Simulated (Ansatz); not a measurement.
This was printed by a script on Ansatz's Python interface, for a geometry optimisation of BFH3NSi, SMILES F[SiH]1BN1. What did the script look like? Use: B3LYP, 6-31G* basis, multiplicity 1.

```xyz
7

F    -0.9000   -1.8217   -0.7193
Si   -0.7612   -0.1201   -0.4971
B     0.2938    0.4134    1.0867
N     0.9980    0.2744   -0.3093
H    -1.3765    0.8355   -1.4384
H     0.3324    0.9882    2.1387
H     1.4746   -0.6376   -0.3070
```

```console
$ python opt_bfh3nsi.py --functional b3lyp
converged              True
free_energy_ev         -12811.081801130747
reference_energy_ev    -12811.081801130747
n_frozen               0
n_occupied             [19, 19]
n_virtual              [51, 51]
bond        before    after (A)
F0-Si1       1.7217   1.6173
Si1-B2       1.9764   1.9209
Si1-N3       1.8126   1.7532
Si1-H4       1.4757   1.4819
B2-N3        1.5697   1.3964
B2-H5        1.1994   1.1880
N3-H6        1.0290   1.0170
```

The script that was run (others could print the same):

`opt_bfh3nsi.py`:
```python
"""Relax the BFH3NSi molecule."""

import argparse

import ansatz as az
from ase import Atoms
import numpy as np

parser = argparse.ArgumentParser(description="Relax the BFH3NSi molecule.")
parser.add_argument("--basis", default="6-31G*", help="basis")
parser.add_argument("--functional", required=True, help="exchange-correlation functional")
args = parser.parse_args()


def main() -> None:
    atoms = Atoms(["F", "Si", "B", "N", "H", "H", "H"], positions=[
        [-0.9, -1.8217, -0.7193],
        [-0.7612, -0.1201, -0.4971],
        [0.2938, 0.4134, 1.0867],
        [0.998, 0.2744, -0.3093],
        [-1.3765, 0.8355, -1.4384],
        [0.3324, 0.9882, 2.1387],
        [1.4746, -0.6376, -0.307],
    ])
    mol = az.Crystal.molecule_from_ase(atoms)

    model = mol.calculation()
    model = model.basis(gaussian=args.basis).functional(args.functional)
    symbols = [site.symbol for site in mol.cartesian_sites]
    start = np.array([site.position_ang for site in mol.cartesian_sites], dtype=float)
    summary = model.relax(force_tolerance=0.01).run(threads=1).report
    end = np.array(summary["positions_ang"])

    for key in ("converged", "free_energy_ev", "reference_energy_ev", "n_frozen", "n_occupied", "n_virtual"):
        print(f"{key:22s} {summary[key]}")

    print("bond        before    after (A)")
    for i, j in [(0, 1), (1, 2), (1, 3), (1, 4), (2, 3), (2, 5), (3, 6)]:
        d0, d1 = (np.linalg.norm(xyz[i] - xyz[j]) for xyz in (start, end))
        print(f"{symbols[i]}{i}-{symbols[j]}{j}".ljust(10), f"{d0:8.4f} {d1:8.4f}")
    with open("bfh3nsi_opt.xyz", "w") as handle:
        handle.write(f"{len(symbols)}\nrelaxed BFH3NSi\n")
        handle.writelines(f"{s:2s} {x:11.6f} {y:11.6f} {z:11.6f}\n" for s, (x, y, z) in zip(symbols, end))


if __name__ == "__main__":
    main()
```

What to keep in mind:
- Total energies depend on the basis set; only differences at equal settings carry meaning.
- The end point is the stationary point reached from this start; no frequency run checks that it is a minimum, and the basis set is modest.
- Finished in 34 s on 1 thread of Arm Neoverse V1 (shared host), peak memory 0.23 GiB.

(A comment or docstring line of the script was reworded after the run, the code is as it ran; lines on the test bed's own set-up are left out of the output.)
